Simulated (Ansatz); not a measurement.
Working through energies of removing a hydrogen of BClFH3OSi, SMILES B[Si](O)(F)Cl

Computed with the Ansatz DFT code, driven from Python.

At the Python prompt:
```pycon
>>> import ansatz as az
>>> def total_energy(molecule, charge=0, unpaired=0):
...     calc = (
...         molecule.calculation()
...         .basis(gaussian="def2-SVPD")
...         .functional("hf")
...     )
...     if charge:
...         calc = calc.charge(charge)
...     if unpaired:
...         calc = calc.spin("collinear", total=unpaired)
...     return calc.run().report["free_energy_ev"]
...
>>> GEOMETRY = """
... B    -0.91390    0.90740   -0.05950
... Si    0.56160   -0.23870   -0.21140
... O     0.58030   -1.27360    1.14100
... F     0.50830   -1.14610   -1.62080
... Cl    2.32530    0.89160   -0.30040
... H    -2.05400    0.52060   -0.01720
... H    -0.77360    2.12390   -0.03550
... H    -0.14180   -1.84220    1.04800
... """
>>> def without(molecule, index):
...     rest = az.Crystal.molecule()
...     for i, site in enumerate(molecule.cartesian_sites):
...         if i != index:
...             rest = rest.atom(site.symbol, site.position_ang)
...     return rest
...
>>> geometry = az.Crystal.molecule()
>>> for line in GEOMETRY.strip().splitlines():
...     symbol, *xyz = line.split()
...     geometry = geometry.atom(symbol, [float(v) for v in xyz])
...
>>> whole = total_energy(geometry, 0)
>>> hydrogen = total_energy(az.Crystal.molecule().atom("H", (0, 0, 0)), 0, 1)
>>> print(f"E(molecule) = {whole:.5f} eV, E(H) = {hydrogen:.5f} eV")
E(molecule) = -25821.09693 eV, E(H) = -13.58606 eV
>>> for index in [6, 7]:
...     radical = total_energy(without(geometry, index), 0, 1)
...     print(f"H{index}: homolysis {(radical + hydrogen - whole):.3f} eV")
...     anion = total_energy(without(geometry, index), -1)
...     print(f"H{index}: loss of a proton {(anion - whole):.3f} eV")
...
H6: homolysis 3.674 eV
H6: loss of a proton 17.421 eV
H7: homolysis 3.927 eV
H7: loss of a proton 15.654 eV
```

Notes:
- Total energies depend on the basis set; only differences at equal settings carry meaning.
- The geometry is a force-field or estimated start, not a minimum of this method, and the basis set is short of its limit. All parts are taken at fixed geometry, without zero-point energy.
- Hartree-Fock leaves correlation out, so bond, atomisation and ionisation energies come out well too low.
- Hardware and time: 73 s on 1 thread of Arm Neoverse V1, on a shared host, peak memory 0.61 GiB.
